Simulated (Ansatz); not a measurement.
# CH6B2S: a ladder of functionals and wavefunction methods

An exercise on one series of results from a longer session: the logs are not shown, and one member is left open.

Program: Ansatz 0.2.0, Gaussian basis. Level of theory: functionals in def2-TZVPP, the program's frozen cores in correlated methods. These are calculated values, not measurements.

The runs, in order: LDA (SPW92), PBE-D4, revPBE-D4, BLYP-D4, r2SCAN-D4, B97M-V, PBE0-D4, B3LYP-D4, r2SCANh-D4, r2SCAN0-D4, HSE06-D4, BHLYP-D4, CAM-B3LYP-D4, LC-ωPBE, ωB97X-V, ωB97M-V, B2PLYP, PBE-QIDH; CCSD(T)/def2-SVP; CCSD(T)/def2-TZVPP; MP2/def2-QZVPP; extrapolation to the limit; RPA on PBE.

### The geometry

The geometry comes from an earlier relaxation with PBE0-D4 in a triple-zeta def2 set; it is a stationary point, not always the lowest conformer.

10 atoms, charge 0, spin multiplicity 1.

Atoms are counted from 1 here; the program's logs count them from 0.

Bond lengths: B1–B2 1.666 Å, B1–H5 1.205 Å, B1–H6 1.201 Å, B2–C3 1.573 Å, B2–S4 2.072 Å, B2–H7 1.200 Å, C3–S4 1.833 Å, C3–H8 1.086 Å, C3–H9 1.087 Å, S4–H10 1.343 Å. Angles: B2–B1–H5 123.6°, B2–B1–H6 121.1°, H5–B1–H6 115.1°, B1–B2–C3 117.5°, B1–B2–S4 114.3°, B1–B2–H7 125.2°, C3–B2–S4 58.5°, C3–B2–H7 115.4°, S4–B2–H7 104.5°, B2–C3–S4 74.5°, B2–C3–H8 122.5°, B2–C3–H9 120.3°, S4–C3–H8 110.7°, S4–C3–H9 108.3°, H8–C3–H9 112.1°, B2–S4–C3 47.0°, B2–S4–H10 97.4°, C3–S4–H10 97.5°.

Coordinates:

```mol
CH6B2S
  3D, bonds by distance, orders not assigned

 10 10  0  0  0  0  0  0  0  0999 V2000
   -1.0567    1.1934    0.0243 B   0  0
    0.4433    0.5299    0.3182 B   0  0
    0.5226   -1.0288    0.5173 C   0  0
    1.1316   -0.7214   -1.1836 S   0  0
   -1.7401    0.9036   -0.9245 H   0  0
   -1.5667    1.9463    0.8095 H   0  0
    1.4142    1.1427    0.6671 H   0  0
   -0.3579   -1.6638    0.5006 H   0  0
    1.3313   -1.4664    1.0961 H   0  0
   -0.0382   -0.8868   -1.8220 H   0  0
  1  2  8  0
  1  5  8  0
  1  6  8  0
  2  3  8  0
  2  4  8  0
  2  7  8  0
  3  4  8  0
  3  8  8  0
  3  9  8  0
  4 10  8  0
M  END
```

Set-up of the first run:

The input, in.yaml:

```yaml
crystal:
  periodic: [false, false, false]
  atoms:
    - {symbol: B, position_ang: [-1.056716, 1.193437, 0.024328]}
    - {symbol: B, position_ang: [0.443260, 0.529897, 0.318231]}
    - {symbol: C, position_ang: [0.522591, -1.028755, 0.517257]}
    - {symbol: S, position_ang: [1.131607, -0.721356, -1.183648]}
    - {symbol: H, position_ang: [-1.740091, 0.903561, -0.924550]}
    - {symbol: H, position_ang: [-1.566657, 1.946334, 0.809508]}
    - {symbol: H, position_ang: [1.414237, 1.142711, 0.667104]}
    - {symbol: H, position_ang: [-0.357932, -1.663841, 0.500628]}
    - {symbol: H, position_ang: [1.331253, -1.466383, 1.096134]}
    - {symbol: H, position_ang: [-0.038250, -0.886805, -1.821992]}
basis:
  gaussian: {orbitals: def2-TZVPP}
hamiltonian: {xc: lda}
output: {orbitals: {seedname: orbitals}}
```

Command:

```sh
$ ansatz run in.yaml --threads 2 --pin off --events-out ev --progress --plain --max-ram 4352MiB
```

Among the steps run: LDA; PBE-D4 (GGA); revPBE-D4 (GGA); BLYP-D4 (GGA); r2SCAN-D4 (meta-GGA); B97M-V (meta-GGA); PBE0-D4 (hybrid); B3LYP-D4 (hybrid); r2SCANh-D4 (hybrid); r2SCAN0-D4 (hybrid); HSE06-D4 (hybrid); BHLYP-D4 (hybrid); CAM-B3LYP-D4 (range-separated); LC-ωPBE (range-separated); ωB97X-V (range-separated); ωB97M-V (range-separated); B2PLYP (double hybrid); PBE-QIDH (double hybrid).

One table of the session follows, with a row left open; its other results are not shown here.

It belongs to the step «Orbital energies across the functionals». 

```
  functional  HOMO (eV)  LUMO (eV)  gap (eV)
 LDA (SPW92)      -6.60      -2.81      3.79
      PBE-D4      -6.52      -2.53      4.00
   revPBE-D4      -6.48      -2.41      4.08
     BLYP-D4      -6.44      -2.37      4.07
   r2SCAN-D4      -6.79      -2.18      4.61
      B97M-V      -6.88      -2.30      4.58
     PBE0-D4      -7.82      -1.56      6.27
    B3LYP-D4      -7.63      -1.77      5.86
  r2SCANh-D4      -7.27      -1.85      5.43
  r2SCAN0-D4      -7.99      -1.36      6.63
    HSE06-D4      -7.42      -1.94      5.48
    BHLYP-D4      -8.93      -0.55      8.38
CAM-B3LYP-D4      -9.19      -0.48      8.71
     LC-ωPBE     -10.55       0.72     11.27
     ωB97X-V     -10.19       0.59     10.79
     ωB97M-V          ?          ?         ?
```

**Question.** Estimate the row for ωB97M-V.

The run gave: HOMO (eV): -10.05; LUMO (eV): 0.32; gap (eV): 10.38. In the column «HOMO (eV)» it lies between ωB97X-V (-10.19) and CAM-B3LYP-D4 (-9.19).
